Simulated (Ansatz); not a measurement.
**C6H5F3Zr: ionisation energy by level of theory**

An exercise on one series of results from a longer session: the logs are not shown, and one member is left open.

Program: Ansatz 0.2.0, Gaussian basis. Level of theory: unrestricted cation, the program's frozen cores in correlated methods. These are calculated values, not measurements.

Levels to be run: UKS PBE-D4/def2-TZVPP; UKS r2SCAN-D4/def2-TZVPP; UKS PBE0-D4/def2-TZVPP; UKS B3LYP-D4/def2-TZVPP; UKS wB97X-V/def2-TZVPP; UKS wB97M-V/def2-TZVPP; UKS B2PLYP/def2-TZVPP; UHF-MP2/def2-TZVPP; UHF-MP2/def2-QZVPP; then −ε(HOMO) from the neutral's earlier runs with LDA (SPW92), PBE-D4, revPBE-D4, BLYP-D4, r2SCAN-D4, B97M-V, PBE0-D4, B3LYP-D4, r2SCANh-D4, r2SCAN0-D4, HSE06-D4, BHLYP-D4, CAM-B3LYP-D4, LC-ωPBE, ωB97X-V, ωB97M-V.

1 further run of the same task is left out (it didn't finish).

## The geometry

An earlier PBE0-D4 in a triple-zeta def2 set relaxation fixed the geometry. Zr takes the def2 core potential; no spin-orbit term is included.

SMILES `[F][Zr]([F])([F])[c]1ccccc1`, 15 atoms, charge 0, spin multiplicity 1.

Atoms are counted from 1 here; the program's logs count them from 0.

Bond lengths: F1–Zr2 1.901 Å, Zr2–F3 1.900 Å, Zr2–F4 1.900 Å, Zr2–C5 2.196 Å, C5–C6 1.400 Å, C5–C10 1.401 Å, C6–C7 1.386 Å, C6–H11 1.088 Å, C7–C8 1.388 Å, C7–H12 1.084 Å, C8–C9 1.387 Å, C8–H13 1.084 Å, C9–C10 1.387 Å, C9–H14 1.084 Å, C10–H15 1.087 Å. Angles: F1–Zr2–F3 112.5°, F1–Zr2–F4 112.5°, F1–Zr2–C5 106.3°, F3–Zr2–F4 110.4°, F3–Zr2–C5 107.4°, F4–Zr2–C5 107.4°, Zr2–C5–C6 120.5°, Zr2–C5–C10 121.7°, C6–C5–C10 117.8°, C5–C6–C7 121.3°, C5–C6–H11 120.5°, C7–C6–H11 118.2°, C6–C7–C8 119.8°, C6–C7–H12 120.1°, C8–C7–H12 120.1°, C7–C8–C9 120.1°, C7–C8–H13 119.9°, C9–C8–H13 120.0° and more.

The first run:

The input, in.yaml:

```yaml
crystal:
  periodic: [false, false, false]
  atoms:
    - {symbol: F, position_ang: [-3.137668, -1.773948, 0.936706]}
    - {symbol: Zr, position_ang: [-2.515251, -0.806625, -0.576210]}
    - {symbol: F, position_ang: [-2.415094, -1.885316, -2.136613]}
    - {symbol: F, position_ang: [-3.542391, 0.755137, -0.914534]}
    - {symbol: C, position_ang: [-0.473569, -0.156563, -0.096956]}
    - {symbol: C, position_ang: [0.265362, 0.599412, -1.015364]}
    - {symbol: C, position_ang: [1.556061, 1.017713, -0.730506]}
    - {symbol: C, position_ang: [2.135349, 0.685703, 0.486100]}
    - {symbol: C, position_ang: [1.425082, -0.062101, 1.413935]}
    - {symbol: C, position_ang: [0.134061, -0.477957, 1.123553]}
    - {symbol: H, position_ang: [-0.163662, 0.874100, -1.976747]}
    - {symbol: H, position_ang: [2.111417, 1.602365, -1.455365]}
    - {symbol: H, position_ang: [3.144552, 1.011576, 0.711640]}
    - {symbol: H, position_ang: [1.878581, -0.320734, 2.364334]}
    - {symbol: H, position_ang: [-0.402822, -1.062762, 1.866016]}
basis:
  gaussian: {orbitals: def2-TZVPP}
total_charge: 1
magnetization: {spin_polarized: true, initial_magnetization: 1}
hamiltonian: {xc: pbe, dispersion: d4}
```

Run with:

```console
$ ansatz run in.yaml --threads 4 --pin off --events-out ev --progress --plain --max-ram 66560MiB --backend cuda --devices 0, --max-vram 37GiB
```

Steps of the session up to this table: Cation, UKS PBE-D4/def2-TZVPP; Cation, UKS r2SCAN-D4/def2-TZVPP; Cation, UKS PBE0-D4/def2-TZVPP; Cation, UKS B3LYP-D4/def2-TZVPP; Cation, UKS wB97X-V/def2-TZVPP; Cation, UKS wB97M-V/def2-TZVPP; Cation, UKS B2PLYP (frozen core)/def2-TZVPP; Cation, UHF-MP2/def2-TZVPP; Cation, UHF-MP2/def2-QZVPP.

One table of the session follows, with a row left open; its other results are not shown here.

Orbital estimates, from the neutral's runs:

| functional | −ε(HOMO) (eV) |
| --- | --- |
| LDA (SPW92) | 6.91 |
| PBE-D4 | 6.68 |
| revPBE-D4 | 6.60 |
| BLYP-D4 | 6.49 |
| r2SCAN-D4 | 6.87 |
| B97M-V | 6.80 |
| PBE0-D4 | 7.67 |
| B3LYP-D4 | 7.45 |
| r2SCANh-D4 | 7.24 |
| r2SCAN0-D4 | 7.81 |
| HSE06-D4 | 7.28 |
| BHLYP-D4 | 8.45 |
| CAM-B3LYP-D4 | 8.87 |
| LC-ωPBE | 10.15 |
| ωB97X-V | ? |
| ωB97M-V | 9.73 |

Estimate the missing values for ωB97X-V.

As computed: −ε(HOMO) (eV): 9.80. In the column «−ε(HOMO) (eV)» it lies between ωB97M-V (9.73) and LC-ωPBE (10.15).
